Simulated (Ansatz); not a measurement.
# ZnAu4S3: the cost of one run

Computed with Ansatz 0.2.0 (DFT PBE, scalar-relativistic, plane waves, PAW, unless a step's input says otherwise).

### 1 The system as given

It takes space group Pm-3m (No. 221, cubic). Conventional cell: a = 4.760 Å, b = 4.760 Å, c = 4.760 Å, α = 90.00°, β = 90.00°, γ = 90.00°. Zn (site symmetry m-3m) has 6 Au at 2.38 Å as nearest neighbours. Around S (site symmetry 4/mmm) lie 6 Au at 2.38 Å. Around Au (site symmetry m-3m) lie 6 S at 2.38 Å. Around Au (site symmetry 4/mmm) lie 2 Zn at 2.38 Å and 4 S at 2.38 Å.

Structure file:

```cif
data_structure
_symmetry_space_group_name_H-M 'P 1'
_symmetry_Int_Tables_number 1
_cell_length_a 4.7604
_cell_length_b 4.7604
_cell_length_c 4.7604
_cell_angle_alpha 90.000
_cell_angle_beta 90.000
_cell_angle_gamma 90.000
_cell_volume 107.88
loop_
_atom_site_label
_atom_site_type_symbol
_atom_site_fract_x
_atom_site_fract_y
_atom_site_fract_z
_atom_site_occupancy
Zn1 Zn 0.00000 0.00000 0.00000 1
S1 S 0.00000 0.50000 0.50000 1
S2 S 0.50000 0.00000 0.50000 1
S3 S 0.50000 0.50000 0.00000 1
Au1 Au 0.50000 0.50000 0.50000 1
Au2 Au 0.50000 0.00000 0.00000 1
Au3 Au 0.00000 0.50000 0.00000 1
Au4 Au 0.00000 0.00000 0.50000 1
```

A structure generator made this guess: random cell by space group and Wyckoff sites (Pm-3m, No. 221). Its size is a rough estimate.

### 2 Probe: one point on a coarse mesh

File input.yaml:

```yaml
crystal:
  lattice:
    - [4.7604281, 0.0, 0.0]
    - [0.0, 4.7604281, 0.0]
    - [0.0, 0.0, 4.7604281]
  atoms:
    - { symbol: Zn, position: [0.0, 0.0, 0.0] }
    - { symbol: S, position: [0.0, 0.5, 0.5] }
    - { symbol: S, position: [0.5, 0.0, 0.5] }
    - { symbol: S, position: [0.5, 0.5, 0.0] }
    - { symbol: Au, position: [0.5, 0.5, 0.5] }
    - { symbol: Au, position: [0.5, 0.0, 0.0] }
    - { symbol: Au, position: [0.0, 0.5, 0.0] }
    - { symbol: Au, position: [0.0, 0.0, 0.5] }
basis:
  ecutwfc: 420
kpoints:
  mp_grid: { grid: [4, 4, 4] }
hamiltonian:
  xc: pbe
scf:
  occupations: { method: gaussian, width: 0.1 }
  lower_state_search: "off"
output:
  forces: true
  stress: true
  eigenvalues: true
```

Started as:

```bash
$ ansatz run input.yaml --threads 1 --pin off --max-ram 2048MiB --backend cpu --events-out ev --progress --plain --runs-dir out
```

**Question.** How long does this run take on 1 thread of Arm Neoverse V1, shared host, and how much memory does it need?

About 4.9 s, with a peak of 0.39 GiB.
